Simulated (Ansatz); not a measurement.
# AlCl5: the cost of one run

Computed with Ansatz 0.2.0 (DFT PBE, scalar-relativistic, plane waves, PAW, unless a step's input says otherwise).

### Step 1. The starting structure

Symmetry: R-3m, No. 166, trigonal system. Conventional cell: a = 6.792 Å, b = 6.792 Å, c = 9.792 Å, α = 90.00°, β = 90.00°, γ = 120.00°. Around Al (site symmetry -3m) lie 6 Cl at 2.55 Å. Cl (site symmetry 2/m) has 2 Al at 2.55 Å as nearest neighbours. Cl (site symmetry 3m) has 1 Cl at 1.97 Å as nearest neighbours.

Coordinates:

```
Al Cl
1.0
     3.39582    1.96058    3.26414
    -3.39582    1.96058    3.26414
     0.00000   -3.92116    3.26414
Al Cl
1 5
Direct
  0.50000 0.50000 0.50000
  0.50000 0.50000 0.00000
  0.00000 0.50000 0.50000
  0.50000 0.00000 0.50000
  0.10058 0.10058 0.10058
  0.89942 0.89942 0.89942
```

The cell was relaxed beforehand at this level, from a database cell with other species swapped in; it needn't be the stable form of this composition. At a tolerance of 0.05 Å it has space group R-3m (No. 166); it has 21.73 Å³/atom, an uncorrected energy of -0.52 eV/atom over the elements.

### Step 2. Bands, states and charges

input.yaml reads:

```yaml
crystal:
  lattice:
    - [3.3958231908, 1.9605794333, 3.264136195]
    - [-3.3958231908, 1.9605794333, 3.264136195]
    - [0.0, -3.9211588666, 3.264136195]
  atoms:
    - { symbol: Al, position: [0.5, 0.5, 0.5] }
    - { symbol: Cl, position: [0.5, 0.5, 0.0] }
    - { symbol: Cl, position: [0.0, 0.5, 0.5] }
    - { symbol: Cl, position: [0.5, 0.0, 0.5] }
    - { symbol: Cl, position: [0.1005780364, 0.1005780364, 0.1005780364] }
    - { symbol: Cl, position: [0.8994219636, 0.8994219636, 0.8994219636] }
basis:
  ecutwfc: 420
kpoints:
  mp_grid: { grid: [6, 6, 6] }
  band_path:
    path:
      - [[0.0, 0.0, 0.0], [0.5, 0.5, 0.5], [0.59281893, 0.40718107, 0.5]]
      - [[0.5, -0.40718107, 0.40718107], [0.5, 0.0, 0.0], [0.0, 0.0, 0.0], [0.45359053, -0.45359053, 0.0]]
      - [[0.54640947, 0.0, 0.45359053], [0.5, 0.0, 0.5], [0.0, 0.0, 0.0]]
    npoints: 14
hamiltonian:
  xc: pbe
scf:
  occupations: { method: gaussian, width: 0.1 }
  n_extra_bands: 15
output:
  forces: true
  stress: true
  eigenvalues: true
  populations: true
  dos: { projected: true, de: 0.02, nscf_kmesh: { grid: [8, 8, 8] } }
  bader: true
  write_density: true
  write_potential: true
  elf: true
  volumetric_format: npy
```

Launch:

```console
ansatz run input.yaml --threads 1 --pin off --max-ram 2560MiB --backend cpu --events-out ev --progress --plain --runs-dir out
```

What time and memory should one allow on 1 thread of Intel Xeon Platinum 8259CL at 2.50GHz (Skylake/Cascade Lake), shared host?

About 81 s, with a peak of 0.55 GiB.
